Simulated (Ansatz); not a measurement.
# Cl₃HSSi: basis-set convergence

An exercise on one series of results from a longer session: the logs are not shown, and one member is left open.

Method: one geometry, several basis sets; program: Ansatz 0.2.0, Gaussian basis.

Plan: PBE0-D4/def2-SVP; ωB97M-V/def2-SVP; PBE0-D4/def2-QZVPP; ωB97M-V/def2-QZVPP; the functionals' def2-TZVPP values are taken from earlier runs.

## The geometry

The geometry comes from an earlier relaxation with PBE0-D4 in a triple-zeta def2 set; it is a stationary point.

SMILES `S[Si](Cl)(Cl)Cl`, 6 atoms, charge 0, spin multiplicity 1.

Atoms are counted from 1 here; the program's logs count them from 0.

Bond lengths: S1–Si2 2.105 Å, S1–H6 1.346 Å, Si2–Cl3 2.027 Å, Si2–Cl4 2.033 Å, Si2–Cl5 2.033 Å. Angles: Si2–S1–H6 93.0°, S1–Si2–Cl3 106.1°, S1–Si2–Cl4 112.2°, S1–Si2–Cl5 112.2°, Cl3–Si2–Cl4 109.6°, Cl3–Si2–Cl5 109.6°, Cl4–Si2–Cl5 107.1°.

The first run:

in.yaml reads:

```yaml
crystal:
  periodic: [false, false, false]
  atoms:
    - {symbol: S, position_ang: [-0.940080, 0.592992, 1.339950]}
    - {symbol: Si, position_ang: [0.330725, -0.258058, -0.106204]}
    - {symbol: Cl, position_ang: [1.642323, -1.420191, 0.913449]}
    - {symbol: Cl, position_ang: [-0.685377, -1.396016, -1.449744]}
    - {symbol: Cl, position_ang: [1.347285, 1.150594, -1.162045]}
    - {symbol: H, position_ang: [-1.652774, 1.266778, 0.418494]}
basis:
  gaussian: {orbitals: def2-SVP}
hamiltonian: {xc: pbe0, dispersion: d4}
output: {orbitals: {seedname: orbitals}}
```

On the command line:

```bash
$ ansatz run in.yaml --threads 4 --pin off --events-out ev --progress --plain --max-ram 10444MiB
```

Steps of the session up to this table: PBE0-D4 in def2-SVP; ωB97M-V in def2-SVP; PBE0-D4 in def2-QZVPP; ωB97M-V in def2-QZVPP.

One of the session's tables, all rows but one given; the rest of the session is left out.

It belongs to the step «Functionals by basis». 

```
functional       basis  HOMO (eV)
   PBE0-D4    def2-SVP      -8.13
   PBE0-D4  def2-TZVPP      -8.20
   PBE0-D4  def2-QZVPP      -8.24
   ωB97M-V    def2-SVP     -10.27
   ωB97M-V  def2-TZVPP     -10.39
   ωB97M-V  def2-QZVPP          ?
```

Estimate the missing values for ωB97M-V, def2-QZVPP.

The run gave: HOMO (eV): -10.43. In the column «HOMO (eV)» it is the lowest.
